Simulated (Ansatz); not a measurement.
**GeNH3: small, medium and large basis sets**

The task here is to estimate one member of a computed series from the others.

Program: Ansatz 0.2.0, Gaussian basis. Level of theory: one geometry, several basis sets. These are calculated values, not measurements.

The runs, in order: PBE0-D4/def2-SVP; ωB97M-V/def2-SVP; PBE0-D4/def2-QZVPP; ωB97M-V/def2-QZVPP; the functionals' def2-TZVPP values are taken from earlier runs.

## Structure used throughout

All runs share one geometry, relaxed beforehand with PBE0-D4 in a triple-zeta def2 set.

SMILES `[NH2][GeH]`, 5 atoms, charge 0, spin multiplicity 1.

Atoms are counted from 1 here; the program's logs count them from 0.

Bond lengths: N1–Ge2 1.816 Å, N1–H3 1.008 Å, N1–H4 1.007 Å, Ge2–H5 1.602 Å. Angles: Ge2–N1–H3 121.9°, Ge2–N1–H4 125.7°, H3–N1–H4 112.5°, N1–Ge2–H5 92.6°.

Coordinates:

| atom | x (Å) | y (Å) | z (Å) |
| --- | --- | --- | --- |
| N1 | -0.08409 | -0.60218 | 0.09735 |
| Ge2 | 0.98879 | 0.85345 | 0.25979 |
| H3 | 0.18058 | -1.50201 | 0.46533 |
| H4 | -0.98501 | -0.62013 | -0.35248 |
| H5 | -0.05026 | 1.79717 | -0.51130 |

Set-up of the first run:

Input file in.yaml:

```yaml
crystal:
  periodic: [false, false, false]
  atoms:
    - {symbol: N, position_ang: [-0.084089, -0.602177, 0.097355]}
    - {symbol: Ge, position_ang: [0.988791, 0.853448, 0.259794]}
    - {symbol: H, position_ang: [0.180576, -1.502013, 0.465328]}
    - {symbol: H, position_ang: [-0.985014, -0.620128, -0.352479]}
    - {symbol: H, position_ang: [-0.050264, 1.797170, -0.511298]}
basis:
  gaussian: {orbitals: def2-SVP}
hamiltonian: {xc: pbe0, dispersion: d4}
output: {orbitals: {seedname: orbitals}}
```

Among the steps run: PBE0-D4 in def2-SVP; ωB97M-V in def2-SVP; PBE0-D4 in def2-QZVPP; ωB97M-V in def2-QZVPP.

One of the session's tables, all rows but one given; the rest of the session is left out.

It belongs to the step «Functionals by basis». 

```
functional       basis  HOMO (eV)  LUMO (eV)
   PBE0-D4    def2-SVP          ?          ?
   PBE0-D4  def2-TZVPP      -6.55      -1.63
   PBE0-D4  def2-QZVPP      -6.61      -1.73
   ωB97M-V    def2-SVP      -8.58       0.53
   ωB97M-V  def2-TZVPP      -8.70       0.35
   ωB97M-V  def2-QZVPP      -8.77       0.15
```

**Question.** Estimate the row for PBE0-D4, def2-SVP.

The run gave: HOMO (eV): -6.46; LUMO (eV): -1.49. In the column «HOMO (eV)» it is the highest.
